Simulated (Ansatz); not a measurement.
## ClF2HOTi, SMILES [OH][Ti]([F])([F])[Cl]: a ladder of methods at one geometry, step by step

Program: Ansatz's Python interface.

The script reads `clf2hoti.xyz`:
```text
6

O    -0.70400    0.14530    1.43980
Ti   -0.08670   -0.03650   -0.40720
F    -1.35190    0.76510   -1.65470
F     0.17050   -1.89430   -0.80140
Cl    2.00030    0.99950   -0.62450
H     0.01390   -0.04300    2.00190
```

Notebook, run cell by cell (the value of a cell's last expression is shown):

**Cell 1**
```python
from pathlib import Path

import ansatz as az
import numpy as np
```

**Cell 2**
```python
BASIS = 'def2-SVP'
```

**Cell 3**
```python
molecule = az.Crystal.molecule_from_extxyz('clf2hoti.xyz')
```

**Cell 4**
```python
base = (
    molecule.calculation()
    .basis(gaussian=BASIS)
    .scf(lower_state_search='light')
)
```

**Cell 5**
```python
print('functional    E (Ha)        dipole (D)   HOMO (eV)  LUMO (eV)')
for name in ['pbe0', 'cam_b3lyp', 'pbe', 'lda', 'revpbe', 'r2scan']:
    summary = base.functional(name).forces().orbitals().run(runs_dir='runs').report
    lines = Path(summary['orbitals_path']).read_text().splitlines()
    field_of = lambda key: [line.split('=')[1].strip() for line in lines if line.startswith(key)]
    orbitals = [(27.211386 * float(e), s, float(n)) for e, s, n in zip(field_of('Ene='), field_of('Spin='), field_of('Occup='))]
    homo = max(e for e, _, n in orbitals if n > 0.5)
    lumo = min(e for e, _, n in orbitals if n < 0.5)
    dipole = 4.803205 * np.linalg.norm(summary['charge_distribution']['dipole_moment_e_ang'])
    print(f'{name:10s} {summary["free_energy_ev"] / 27.211386246:14.6f} {dipole:9.3f} {homo:11.3f} {lumo:10.3f}')
```
Output:
```text
functional    E (Ha)        dipole (D)   HOMO (eV)  LUMO (eV)
pbe0         -1584.287442     2.270      -9.847     -4.677
cam_b3lyp    -1584.876831     2.258     -11.122     -3.544
pbe          -1584.275959     2.080      -8.179     -5.154
lda          -1579.610682     2.200      -8.348     -5.352
revpbe       -1584.674400     2.046      -8.134     -5.101
r2scan       -1584.767575     2.183      -8.717     -5.397
```

Reading the output:
- The settings weren't tested for convergence.
- The geometry is a force-field or estimated start, not a minimum of this method, and the basis set is short of its limit. A lower total doesn't mark the better method: functionals have no common bound, and MP2 and coupled cluster aren't variational.
- Levels such as HOMO and LUMO are orbital energies: with these approximate functionals they aren't the ionisation energy and electron affinity, and their gap isn't the fundamental gap.
- Hardware and time: 35 s on 1 thread of Arm Neoverse V2 (shared host), peak memory 0.3 GiB.

(Lines on the test bed's own set-up are left out of the output.)
